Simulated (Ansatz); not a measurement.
# C9H10: small, medium and large basis sets

An exercise on one series of results from a longer session: the logs are not shown, and one member is left open.

Method: one geometry, several basis sets; program: Ansatz 0.2.0, Gaussian basis.

The runs, in order: PBE0-D4/def2-SVP; ωB97M-V/def2-SVP; PBE0-D4/def2-QZVPP; ωB97M-V/def2-QZVPP; the functionals' def2-TZVPP values are taken from earlier runs.

**The relaxed structure**

The geometry comes from an earlier relaxation with PBE0-D4 in a triple-zeta def2 set; it is a stationary point, not always the lowest conformer.

SMILES `c1ccc2c(c1)CCC2`, 19 atoms, charge 0, spin multiplicity 1.

Atoms are counted from 1 here; the program's logs count them from 0.

Bond lengths: C1–C2 1.389 Å, C1–C6 1.389 Å, C1–H10 1.084 Å, C2–C3 1.389 Å, C2–H11 1.084 Å, C3–C4 1.384 Å, C3–H12 1.085 Å, C4–C5 1.393 Å, C4–C9 1.503 Å, C5–C6 1.384 Å, C5–C7 1.503 Å, C6–H13 1.085 Å, C7–C8 1.535 Å, C7–H14 1.097 Å, C7–H15 1.092 Å, C8–C9 1.535 Å, C8–H16 1.094 Å, C8–H17 1.091 Å and more. Angles: C2–C1–C6 120.4°, C2–C1–H10 119.7°, C6–C1–H10 119.8°, C1–C2–C3 120.4°, C1–C2–H11 119.7°, C3–C2–H11 119.8°, C2–C3–C4 119.1°, C2–C3–H12 120.2°, C4–C3–H12 120.7°, C3–C4–C5 120.4°, C3–C4–C9 129.3°, C5–C4–C9 110.3°, C4–C5–C6 120.4°, C4–C5–C7 110.3°, C6–C5–C7 129.3°, C1–C6–C5 119.1°, C1–C6–H13 120.2°, C5–C6–H13 120.7° and more.

The first run:

The input, in.yaml:

```yaml
crystal:
  periodic: [false, false, false]
  atoms:
    - {symbol: C, position_ang: [1.958098, 0.879323, -1.346657]}
    - {symbol: C, position_ang: [2.494403, 0.419492, -0.151078]}
    - {symbol: C, position_ang: [1.675965, -0.160927, 0.810047]}
    - {symbol: C, position_ang: [0.318295, -0.270235, 0.562437]}
    - {symbol: C, position_ang: [-0.219750, 0.191011, -0.637100]}
    - {symbol: C, position_ang: [0.596255, 0.764651, -1.597099]}
    - {symbol: C, position_ang: [-1.700726, -0.059684, -0.674508]}
    - {symbol: C, position_ang: [-2.045804, -0.300484, 0.802087]}
    - {symbol: C, position_ang: [-0.760174, -0.865955, 1.422414]}
    - {symbol: H, position_ang: [2.605969, 1.335778, -2.086486]}
    - {symbol: H, position_ang: [3.557734, 0.519707, 0.035250]}
    - {symbol: H, position_ang: [2.098294, -0.515704, 1.744552]}
    - {symbol: H, position_ang: [0.180498, 1.128141, -2.531203]}
    - {symbol: H, position_ang: [-1.913349, -0.952248, -1.276263]}
    - {symbol: H, position_ang: [-2.266834, 0.763187, -1.116789]}
    - {symbol: H, position_ang: [-2.278982, 0.657730, 1.275110]}
    - {symbol: H, position_ang: [-2.909520, -0.953232, 0.938516]}
    - {symbol: H, position_ang: [-0.652916, -0.620261, 2.481346]}
    - {symbol: H, position_ang: [-0.737453, -1.960280, 1.345432]}
basis:
  gaussian: {orbitals: def2-SVP}
hamiltonian: {xc: pbe0, dispersion: d4}
output: {orbitals: {seedname: orbitals}}
```

Command:

```
$ ansatz run in.yaml --threads 2 --pin off --events-out ev --progress --plain --max-ram 22528MiB --backend cpu
```

Steps of the session up to this table: PBE0-D4 in def2-SVP; ωB97M-V in def2-SVP; PBE0-D4 in def2-QZVPP; ωB97M-V in def2-QZVPP.

One table of the session follows, with a row left open; its other results are not shown here.

It belongs to the step «Density functionals: the series». 

| functional | basis | HOMO (eV) | LUMO (eV) |
| --- | --- | --- | --- |
| PBE0-D4 | def2-SVP | -6.68 | -0.03 |
| PBE0-D4 | def2-TZVPP | -6.68 | -0.17 |
| PBE0-D4 | def2-QZVPP | -6.70 | -0.23 |
| ωB97M-V | def2-SVP | -8.74 | 2.00 |
| ωB97M-V | def2-TZVPP | -8.75 | 1.79 |
| ωB97M-V | def2-QZVPP | ? | ? |

Q: Estimate the row for ωB97M-V, def2-QZVPP from the others.

As computed: HOMO (eV): -8.76; LUMO (eV): 1.62. In the column «HOMO (eV)» it is the lowest.
